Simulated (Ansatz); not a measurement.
# C₂H₈O₂S₂Zr: a ladder of functionals and wavefunction methods

An exercise on one series of results from a longer session: the logs are not shown, and one member is left open.

The runs use Ansatz 0.2.0, Gaussian basis; functionals in def2-TZVPP, the program's frozen cores in correlated methods.

Levels to be run: LDA (SPW92), PBE-D4, revPBE-D4, BLYP-D4, r2SCAN-D4, B97M-V, PBE0-D4, B3LYP-D4, r2SCANh-D4, r2SCAN0-D4, HSE06-D4, BHLYP-D4, CAM-B3LYP-D4, LC-ωPBE, ωB97X-V, ωB97M-V, B2PLYP, PBE-QIDH; CCSD(T)/def2-SVP; CCSD(T)/def2-TZVPP; MP2/def2-QZVPP; extrapolation to the limit; RPA on PBE.

## The geometry

All runs share one geometry, relaxed beforehand with PBE0-D4 in a triple-zeta def2 set. Zr takes the def2 core potential; no spin-orbit term is included.

SMILES `C[O][Zr]([SH])([SH])[O]C`, 15 atoms, charge 0, spin multiplicity 1.

Atoms are counted from 1 here; the program's logs count them from 0.

Bond lengths: C1–O2 1.393 Å, C1–H8 1.094 Å, C1–H9 1.094 Å, C1–H10 1.094 Å, O2–Zr3 1.894 Å, Zr3–S4 2.472 Å, Zr3–S5 2.467 Å, Zr3–O6 1.900 Å, S4–H11 1.346 Å, S5–H12 1.347 Å, O6–C7 1.392 Å, C7–H13 1.094 Å, C7–H14 1.094 Å, C7–H15 1.094 Å. Angles: O2–C1–H8 109.9°, O2–C1–H9 110.1°, O2–C1–H10 110.6°, H8–C1–H9 108.7°, H8–C1–H10 108.7°, H9–C1–H10 108.8°, C1–O2–Zr3 173.0°, O2–Zr3–S4 109.9°, O2–Zr3–S5 104.2°, O2–Zr3–O6 115.1°, S4–Zr3–S5 111.6°, S4–Zr3–O6 106.5°, S5–Zr3–O6 109.8°, Zr3–S4–H11 91.0°, Zr3–S5–H12 92.1°, Zr3–O6–C7 170.6°, O6–C7–H13 110.3°, O6–C7–H14 110.0° and more.

The first run:

in.yaml reads:

```yaml
crystal:
  periodic: [false, false, false]
  atoms:
    - {symbol: C, position_ang: [1.589698, -1.321187, 2.201671]}
    - {symbol: O, position_ang: [1.214666, -0.852385, 0.944627]}
    - {symbol: Zr, position_ang: [0.488757, -0.213485, -0.683503]}
    - {symbol: S, position_ang: [0.022891, -2.111476, -2.197249]}
    - {symbol: S, position_ang: [2.246506, 1.260285, -1.591588]}
    - {symbol: O, position_ang: [-1.138133, 0.752487, -0.515490]}
    - {symbol: C, position_ang: [-2.235050, 1.552439, -0.206495]}
    - {symbol: H, position_ang: [2.648953, -1.111803, 2.376516]}
    - {symbol: H, position_ang: [1.431409, -2.401946, 2.263218]}
    - {symbol: H, position_ang: [1.001864, -0.833797, 2.985450]}
    - {symbol: H, position_ang: [-1.172434, -1.587568, -2.525825]}
    - {symbol: H, position_ang: [1.507207, 1.557498, -2.677320]}
    - {symbol: H, position_ang: [-2.009519, 2.602446, -0.415900]}
    - {symbol: H, position_ang: [-3.098148, 1.253731, -0.809146]}
    - {symbol: H, position_ang: [-2.498655, 1.454751, 0.851034]}
basis:
  gaussian: {orbitals: def2-TZVPP}
hamiltonian: {xc: lda}
output: {orbitals: {seedname: orbitals}}
```

Command:

```console
ansatz run in.yaml --threads 2 --pin off --events-out ev --progress --plain --max-ram 32768MiB --backend cuda --devices 0, --max-vram 18GiB
```

Among the steps run: LDA; PBE-D4 (GGA); revPBE-D4 (GGA); BLYP-D4 (GGA); r2SCAN-D4 (meta-GGA); B97M-V (meta-GGA); B3LYP-D4 (hybrid); r2SCANh-D4 (hybrid); r2SCAN0-D4 (hybrid); HSE06-D4 (hybrid); BHLYP-D4 (hybrid); CAM-B3LYP-D4 (range-separated); LC-ωPBE (range-separated); ωB97X-V (range-separated); ωB97M-V (range-separated); B2PLYP (double hybrid); PBE-QIDH (double hybrid).

One of the session's tables, all rows but one given; the rest of the session is left out.

It belongs to the step «Frontier levels by functional». 

```
  functional  HOMO (eV)  gap (eV)
 LDA (SPW92)      -5.90      3.90
      PBE-D4      -5.78      3.97
   revPBE-D4      -5.73      4.00
     BLYP-D4      -5.60      3.93
   r2SCAN-D4      -6.07      4.43
      B97M-V      -6.14      4.51
     PBE0-D4      -6.97      5.98
    B3LYP-D4      -6.71      5.53
  r2SCANh-D4      -6.51      5.17
  r2SCAN0-D4      -7.16      6.29
    HSE06-D4      -6.57      5.21
    BHLYP-D4          ?         ?
CAM-B3LYP-D4      -8.22      8.32
     LC-ωPBE      -9.61     10.82
     ωB97X-V      -9.25     10.33
     ωB97M-V      -9.09      9.77
```

Q: Estimate the row for BHLYP-D4 from the others.

Worked estimate for «HOMO (eV)». Against the share of exact exchange, BLYP-D4 (0, -5.60), B3LYP-D4 (0.2, -6.71) give a slope of -5.55 per unit share; at 0.5 the line stands at -8.37.

The run gave: HOMO (eV): -7.99; gap (eV): 7.97. In «HOMO (eV)» the line misses by -0.38.
